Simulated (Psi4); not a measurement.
# B3LYP/6-31G(d) (Cartesian functions) run of SiH2Br2 (dibromosilane)

Aim: the vertical singlet–triplet gap of SiH2Br2 (dibromosilane) at B3LYP/6-31G* (Cartesian functions), from 2 runs. 

Program for the calculation: Psi4 1.11.

### Step 1. The molecule

The species is SiH2Br2 (5 atoms), meant as a singlet with charge 0. As SMILES, `Br[SiH2]Br`. The coordinates come from a PBE0-D4/def2-TZVP relaxation.

Bond lengths: Br1–Si2 2.207 Å, Si2–Br3 2.207 Å, Si2–H4 1.476 Å, Si2–H5 1.476 Å. Angles: Br1–Si2–Br3 110.8°, Br1–Si2–H4 108.4°, Br1–Si2–H5 108.4°, Br3–Si2–H4 108.4°, Br3–Si2–H5 108.4°, H4–Si2–H5 112.5°.

### Step 2. Energy and forces at B3LYP/6-31G(d) (Cartesian functions)

Input file input.inp:

```
memory 2200 MB

molecule {
  0 1
  Br    -1.672690    -1.239290     0.362310
  Si     0.158230    -0.046290     0.054680
  Br    -0.295570     1.814160    -1.042010
  H      1.103430    -0.843230    -0.751710
  H      0.706590     0.314640     1.376730
  symmetry c1
  no_reorient
  no_com
}

set {
  puream               false
  e_convergence        1e-09
  d_convergence        1e-08
  scf_type             pk
  dft_radial_points    99
  dft_spherical_points 590
}

result, w = gradient("b3lyp/6-31G*", return_wfn=True)
oeprop(w, "DIPOLE", "QUADRUPOLE", "WIBERG_LOWDIN_INDICES", title="B3LYP")
```

The run is started by

```
psi4 input.inp input.out -n 1
```

input.out:

```text
[...]
  Running in c1 symmetry.
[...]
  Nuclear repulsion =  448.279262821226382
[...]
  Multiplicity = 1
[...]
  Nalpha       = 43
  Nbeta        = 43
[...]
    Number of basis functions: 93
[...]
   @RKS iter   1: -5437.89440733325500   -2.38626e+00   2.47213e-02 ADIIS/DIIS
[...]
   @RKS iter  10: -5438.54640829742038   -2.72848e-12   2.42724e-09 DIIS
[...]
    Orbital Energies [Eh]
    ---------------------
    Doubly Occupied:
       1A   -482.870277     2A   -482.870265     3A    -66.214785
       4A    -62.529833     5A    -62.529821     6A    -56.349940
       7A    -56.349927     8A    -56.347601     9A    -56.347589
      10A    -56.347478    11A    -56.347466    12A     -8.717524
      13A     -8.717512    14A     -6.545176    15A     -6.545164
      16A     -6.536399    17A     -6.536388    18A     -6.535983
      19A     -6.535972    20A     -5.360578    21A     -3.721118
      22A     -3.719292    23A     -3.716747    24A     -2.639365
      25A     -2.639348    26A     -2.636816    27A     -2.636801
      28A     -2.636491    29A     -2.636467    30A     -2.629524
      31A     -2.629519    32A     -2.629513    33A     -2.629508
      34A     -0.808891    35A     -0.786396    36A     -0.555439
[...]
  @RKS Final Energy: -5438.54640829742038
   => Energetics <=
    Nuclear Repulsion Energy =            448.2792628212263821
    One-Electron Energy =               -8459.7469236148808704
    Two-Electron Energy =                2737.2208778848425936
    DFT Exchange-Correlation Energy =    -164.2996253886083480
    Empirical Dispersion Energy =           0.0000000000000000
    VV10 Nonlocal Energy =                  0.0000000000000000
    Total Energy =                      -5438.5464082974203848
[...]
  -Total Gradient:
     Atom            X                  Y                   Z
    ------   -----------------  -----------------  -----------------
       1        0.007208136459     0.005738974418    -0.001777919523
       2       -0.006651950796     0.001939887676    -0.002296394616
       3        0.000967821633    -0.008142336056     0.004609971885
       4       -0.000821245970     0.000360179508    -0.000046756161
       5       -0.000736556096     0.000113165973    -0.000500572521
[...]
 Multipole Moments:
 ------------------------------------------------------------------------------------
     Multipole            Electronic (a.u.)      Nuclear  (a.u.)        Total (a.u.)
 ------------------------------------------------------------------------------------
 L = 1.  Multiply by 2.5417464519 to convert [e a0] to [Debye]
 Dipole X            :        123.0719342         -122.5749308            0.4970034
 Dipole Y            :        -35.9439422           35.7985938           -0.1453484
 Dipole Z            :         42.4996289          -42.3278999            0.1717291
 Magnitude           :                                                    0.5455542
 L = 2.  Multiply by 1.3450342976 to convert [e a0^2] to [Debye ang]
 Quadrupole XX       :       -406.0812723          368.0025609          -38.0787114
 Quadrupole XY       :       -189.5971827          189.1775837           -0.4195991
[...]
```

It took 48 s on 1 thread of Intel Xeon at 2.50GHz (Skylake/Cascade Lake), shared host; peak memory 0.83 GiB.

### Step 3. The triplet: the energy at UB3LYP/6-31G(d) (Cartesian functions)

Input file job.json:

```json
{
  "schema_name": "qcschema_input",
  "schema_version": 1,
  "molecule": {
    "schema_name": "qcschema_molecule",
    "schema_version": 2,
    "symbols": ["Br", "Si", "Br", "H", "H"],
    "geometry": [-3.16092599, -2.34191869, 0.68466667, 0.29901136, -0.08747542, 0.10333022, -0.55854635, 3.42826555, -1.96911352, 2.0851805, -1.59347376, -1.42052603, 1.33526158, 0.59458343, 2.60164265],
    "molecular_charge": 0,
    "molecular_multiplicity": 3,
    "fix_symmetry": "c1"
  },
  "driver": "energy",
  "model": {
    "method": "b3lyp",
    "basis": "6-31G*"
  },
  "keywords": {
    "reference": "uks",
    "puream": false,
    "e_convergence": 1e-09,
    "d_convergence": 1e-08,
    "scf_type": "pk",
    "dft_radial_points": 99,
    "dft_spherical_points": 590,
    "maxiter": 100
  }
}
```

The run is started by

```
psi4 --qcschema job.json -n 1 --memory 2200MB
```

stdout:

```text
[...]
  Running in c1 symmetry.
[...]
  Nuclear repulsion =  448.279263033294001
[...]
  Multiplicity = 3
[...]
  Nalpha       = 44
  Nbeta        = 42
[...]
    Number of basis functions: 93
[...]
   @UKS iter   1: -5437.69008835309796   -2.18195e+00   2.45223e-02 DIIS/ADIIS
[...]
   @UKS iter  15: -5438.32097582610822    6.36646e-12   9.80312e-09 DIIS
[...]
   @S^2 Observed:                2.002979106E+00
[...]
    Orbital Energies [Eh]
    ---------------------
    Alpha Occupied:
       1A   -482.886469     2A   -482.886461     3A    -66.157746
       4A    -62.545552     5A    -62.545544     6A    -56.365797
       7A    -56.365787     8A    -56.364567     9A    -56.364560
      10A    -56.362653    11A    -56.362645    12A     -8.734213
      13A     -8.734203    14A     -6.559805    15A     -6.559791
      16A     -6.557485    17A     -6.557479    18A     -6.550635
      19A     -6.550626    20A     -5.314536    21A     -3.674911
      22A     -3.671607    23A     -3.669470    24A     -2.655366
      25A     -2.655356    26A     -2.654975    27A     -2.654950
      28A     -2.649687    29A     -2.649675    30A     -2.648276
      31A     -2.648255    32A     -2.646974    33A     -2.646961
      34A     -0.825399    35A     -0.806825    36A     -0.563343
[...]
  @UKS Final Energy: -5438.32097582610822
   => Energetics <=
    Nuclear Repulsion Energy =            448.2792630332940007
    One-Electron Energy =               -8459.0871339569312113
    Two-Electron Energy =                2736.7706693537816136
    DFT Exchange-Correlation Energy =    -164.2837742562524284
    Empirical Dispersion Energy =           0.0000000000000000
    VV10 Nonlocal Energy =                  0.0000000000000000
    Total Energy =                      -5438.3209758261082243
[...]
 Multipole Moments:
 ------------------------------------------------------------------------------------
     Multipole            Electronic (a.u.)      Nuclear  (a.u.)        Total (a.u.)
 ------------------------------------------------------------------------------------
 L = 1.  Multiply by 2.5417464519 to convert [e a0] to [Debye]
 Dipole X            :         -6.1556213            6.4150283            0.2594071
 Dipole Y            :          1.7978149           -1.8737448           -0.0759298
 Dipole Z            :         -2.1256821            2.2153550            0.0896729
 Magnitude           :                                                    0.2847782
[...]
```

The result, in JSON:

```text
{
 "driver": "energy",
 "model": {
  "method": "b3lyp",
  "basis": "6-31G*"
 },
 "success": true,
 "return_result": -5438.320975826108,
 "properties": {
  "calcinfo_nbasis": 93,
  "calcinfo_nmo": 93,
  "calcinfo_nalpha": 44,
  "calcinfo_nbeta": 42,
  "calcinfo_natom": 5,
  "nuclear_repulsion_energy": 448.279263033294,
  "return_energy": -5438.320975826108,
  "scf_one_electron_energy": -8459.087133956931,
  "scf_two_electron_energy": 2736.7706693537816,
  "scf_xc_energy": -164.28377425625243,
  "scf_dipole_moment": [0.25940706738398767, -0.07592983414647847, 0.08967290162169084],
  "scf_total_energy": -5438.320975826108,
  "scf_iterations": 15
 }
}
```

Wall time 43 s (1 thread of Intel Xeon at 2.50GHz (Skylake/Cascade Lake), shared host); peak memory 0.84 GiB.

### Step 4. Summary of results

At B3LYP/6-31G* (Cartesian functions):

| quantity | value |
| --- | --- |
| singlet: total energy | -5438.54641 Eh |
| singlet: dipole moment | 1.39 D |
| singlet: HOMO energy | -8.32 eV |
| singlet: LUMO energy | -0.88 eV |
| singlet: HOMO–LUMO gap | 7.44 eV |
| singlet: largest force on an atom | 0.484 eV/Å |
| triplet: total energy | -5438.32098 Eh |
| triplet: dipole moment | 0.72 D |
| triplet: HOMO energy (highest over α and β) | -2.33 eV |
| triplet: ⟨S²⟩ | 2.003 |
| vertical energy of the triplet above the singlet | 6.134 eV |

What this shows: At this shape the triplet lies 6.13 eV (592 kJ/mol) above the singlet. The largest force (singlet) is 0.48 eV/Å: the shape isn't a stationary point for this species at this level.
